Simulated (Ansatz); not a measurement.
# ClGeH5O2S: the cost of one run

All numbers below are computed with Ansatz 0.2.0 (RKS revPBE-D4/def2-SVP).

### Step 1. The structure to begin with

Bond lengths: Ge1–O2 2.120 Å, O2–H3 1.010 Å, Ge1–O4 1.770 Å, O4–H5 1.010 Å, Ge1–Cl6 2.218 Å, Ge1–H7 1.549 Å, Ge1–S8 2.550 Å, S8–H9 1.400 Å, S8–H10 1.629 Å. Angles (14 of 15 angles, heavy atoms first): O2–Ge1–O4 109.4°, O2–Ge1–Cl6 109.5°, O2–Ge1–S8 71.6°, O4–Ge1–Cl6 109.5°, O4–Ge1–S8 75.6°, Cl6–Ge1–S8 64.5°, Ge1–O2–H3 109.5°, O2–Ge1–H7 109.5°, O4–Ge1–H7 109.5°, Cl6–Ge1–H7 109.5°, H7–Ge1–S8 173.5°, Ge1–O4–H5 109.5°, Ge1–S8–H9 109.5°, Ge1–S8–H10 62.9°.

As a file:

```xyz
10

Ge    0.0000    0.0000    0.0000
O     0.0000    0.0000    2.1200
H    -0.9095   -0.2814    2.4571
O     1.6691    0.0000   -0.5894
H     1.9855   -0.9521   -0.7061
Cl   -1.0456    1.8115   -0.7393
H    -0.7300   -1.2648   -0.5162
S     0.9559    2.2231    0.8041
H     2.0524    1.9848    1.6413
H     0.4971    1.1561    1.9464
```

### Step 2. Pulling towards end A

Springs on the bonds that form and break draw the guess towards this end; the thresholds are loose.

Input file input.yaml:

```yaml
crystal:
  periodic: [false, false, false]
  atoms:
    - { symbol: Ge, position_ang: [0.0, 0.0, 0.0] }
    - { symbol: O, position_ang: [0.0, 0.0, 2.12] }
    - { symbol: H, position_ang: [-0.9095, -0.2814, 2.4571] }
    - { symbol: O, position_ang: [1.6691, 0.0, -0.5894] }
    - { symbol: H, position_ang: [1.9855, -0.9521, -0.7061] }
    - { symbol: Cl, position_ang: [-1.0456, 1.8115, -0.7393] }
    - { symbol: H, position_ang: [-0.73, -1.2648, -0.5162] }
    - { symbol: S, position_ang: [0.9559, 2.2231, 0.8041] }
    - { symbol: H, position_ang: [2.0524, 1.9848, 1.6413] }
    - { symbol: H, position_ang: [0.4971, 1.1561, 1.9464] }
basis:
  gaussian: { orbitals: def2-SVP }
hamiltonian:
  xc: revpbe
  dispersion: d4
relax:
  f_tol: 0.15
  max_steps: 25
  restrain:
    - { distance: [0, 7], at: 3.45, k: 30.0 }
    - { distance: [9, 1], at: 2.21, k: 30.0 }
    - { distance: [0, 1], at: 1.77, k: 30.0 }
    - { distance: [9, 7], at: 1.4, k: 30.0 }
```

On the command line:

```sh
> ansatz run input.yaml --threads 4 --pin off --max-ram 5120MiB --backend cpu --events-out ev --progress --plain --runs-dir out
```

Q: Estimate wall time and peak memory on 4 threads of Intel Xeon 6975P-C (Granite Rapids), shared host.

About 11 s, with a peak of 0.2 GiB.
